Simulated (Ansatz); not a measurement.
**B₂GeH₇N: how energies converge with the basis set**

Aim: see how fast density functionals converge with the basis set for B₂GeH₇N.

The runs use Ansatz 0.2.0, Gaussian basis; one geometry, several basis sets.

The runs, in order: PBE0-D4/def2-SVP; ωB97M-V/def2-SVP; PBE0-D4/def2-QZVPP; ωB97M-V/def2-QZVPP; the functionals' def2-TZVPP values are taken from earlier runs.

## 1. The geometry

All runs share one geometry, relaxed beforehand with PBE0-D4 in a triple-zeta def2 set.

11 atoms, charge 0, spin multiplicity 1.

Atoms are counted from 1 here; the program's logs count them from 0.

Bond lengths: B1–Ge2 2.045 Å, B1–H5 1.196 Å, B1–H6 1.196 Å, Ge2–B3 2.076 Å, Ge2–H7 1.548 Å, Ge2–H8 1.543 Å, B3–N4 1.384 Å, B3–H9 1.197 Å, N4–H10 1.008 Å, N4–H11 1.007 Å. Angles: Ge2–B1–H5 121.2°, Ge2–B1–H6 120.7°, H5–B1–H6 118.0°, B1–Ge2–B3 108.2°, B1–Ge2–H7 111.9°, B1–Ge2–H8 111.3°, B3–Ge2–H7 109.2°, B3–Ge2–H8 108.9°, H7–Ge2–H8 107.3°, Ge2–B3–N4 120.2°, Ge2–B3–H9 121.4°, N4–B3–H9 118.4°, B3–N4–H10 122.9°, B3–N4–H11 123.6°, H10–N4–H11 113.5°.

## 2. PBE0-D4 in def2-SVP

Input file in.yaml:

```yaml
crystal:
  periodic: [false, false, false]
  atoms:
    - {symbol: B, position_ang: [-1.498861, 1.647075, -0.181778]}
    - {symbol: Ge, position_ang: [-0.995525, -0.334907, -0.146474]}
    - {symbol: B, position_ang: [0.901643, -0.506912, 0.678780]}
    - {symbol: N, position_ang: [1.971382, -0.891079, -0.110293]}
    - {symbol: H, position_ang: [-1.276426, 2.324925, -1.141499]}
    - {symbol: H, position_ang: [-1.958325, 2.178386, 0.785767]}
    - {symbol: H, position_ang: [-0.991822, -0.953808, -1.565261]}
    - {symbol: H, position_ang: [-1.989263, -1.149740, 0.708034]}
    - {symbol: H, position_ang: [1.104007, -0.268229, 1.834584]}
    - {symbol: H, position_ang: [2.908808, -0.985814, 0.246621]}
    - {symbol: H, position_ang: [1.889583, -1.116798, -1.087982]}
basis:
  gaussian: {orbitals: def2-SVP}
hamiltonian: {xc: pbe0, dispersion: d4}
output: {orbitals: {seedname: orbitals}}
```

After this run come: ωB97M-V in def2-SVP; PBE0-D4 in def2-QZVPP; ωB97M-V in def2-QZVPP.

**Question.** What will the summary of the whole plan be? Wanted: PBE0-D4: double and triple zeta above quadruple; ωB97M-V: double and triple zeta above quadruple.

The runs gave:

| quantity | value |
| --- | --- |
| PBE0-D4: double and triple zeta above quadruple | 11.82, 1.40 eV |
| ωB97M-V: double and triple zeta above quadruple | 11.98, 1.36 eV |

PBE0-D4 gains 10.43 eV from double to triple zeta, then 1.40 eV more. These are total energies; as a rule much of such shifts cancels in differences, which this series doesn't test.
